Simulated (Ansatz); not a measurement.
Born–Oppenheimer molecular dynamics of a periodic cell of 16 atoms, WC (start crystal WC, start structure P-6m2, volume 1.1 times the crystal's). It goes on from the last frame of an earlier run, with new velocities.

These are results of DFT LDA, scalar-relativistic, plane waves, PAW (Ansatz), not measurements. Settings: PAW set soft_1, cutoff 420 eV, k mesh 2x2x2, fermi-dirac smearing 0.36 eV, no spin polarisation.

```
ensemble        : NPT, Langevin
time step       : 1.12 fs
steps asked     : 220
set temperature : 2940 K
friction        : 0.01 /fs
pressure        : 5 GPa
seed            : 525830
```

First frame:

```xyz
16
Lattice="-2.9892 -5.1774 0.0000 4.4838 -2.5887 0.0000 0.0000 0.0000 5.8493" Properties=species:S:1:pos:R:3
W -0.172 -5.094 0.019
C 1.598 -4.463 1.822
W 0.006 -5.193 3.159
C 1.310 -4.517 4.712
W -1.530 -2.993 0.457
C 0.218 -1.768 1.536
W -1.481 -2.702 3.403
C 0.115 -1.941 4.266
W 1.351 -2.864 0.327
C 3.133 -1.691 1.625
W 1.341 -2.874 2.980
C 3.141 -1.740 4.305
W -0.052 -0.087 0.238
C -1.406 -4.622 1.740
W 0.026 -0.116 3.040
C -1.261 -4.375 4.782
```

(1) What does the run give?

(2) What happens to the structure?

(3) How do temperature and energy run in time?

Answers

(1) The run went to its last step.

| Property | Result |
| --- | --- |
| steps done | 220 |
| time covered | 246.4 fs |
| mean temperature over the second half | 3443 K |
| spread of the potential energy over the second half | 58.8 meV per atom |
| mean potential energy of the second half above the start | -228.7 meV per atom |
| mean pressure over the second half | 5.6 GPa |

The conserved energy stayed within 1.2 meV per atom of its start (net change -0.42 meV per atom), so the integration is sound. The mean temperature of the second half is 17 % above the set value. A run of 0.25 ps of so small a system gives no equilibrium averages. Limits of this set-up: coarse k mesh, PAW files made for another functional. The cell's volume went from 181 to 168 Å³.

(2) Mean squared displacements from the first frame to the last, about the centre of mass, the cell's change included: W 0.06 Å², C 0.10 Å². The details hang on the random start.

(3) 
| time (fs) | T (K) | potential energy less start (eV) | conserved less start (meV/atom) | P (GPa) | volume (Å³) |
| --- | --- | --- | --- | --- | --- |
| 0.0 | 2756 | 0.000 | 0.00 | -2.8 | 181.1 |
| 20.2 | 4360 | -2.664 | -0.40 | -6.6 | 178.3 |
| 40.3 | 5419 | -6.469 | -1.06 | 9.9 | 167.1 |
| 60.5 | 4082 | -2.653 | -1.05 | 25.0 | 163.8 |
| 80.6 | 3837 | -3.470 | -0.42 | 10.3 | 167.8 |
| 100.8 | 2828 | -1.839 | 0.21 | 1.4 | 173.4 |
| 121.0 | 4167 | -5.497 | -0.55 | -6.7 | 174.4 |
| 141.1 | 3901 | -3.270 | -0.49 | 5.7 | 171.8 |
| 161.3 | 3633 | -3.041 | -0.50 | 4.2 | 171.3 |
| 181.4 | 3209 | -2.269 | -0.09 | 16.8 | 167.6 |
| 201.6 | 3571 | -4.744 | -0.44 | 6.0 | 169.2 |
| 221.8 | 2722 | -3.983 | -0.47 | -2.9 | 172.1 |
| 241.9 | 4010 | -5.746 | -0.75 | 6.7 | 168.7 |

Run time: 22 min on 1 thread of Arm Neoverse V1, on a shared host, peak memory 0.56 GiB.
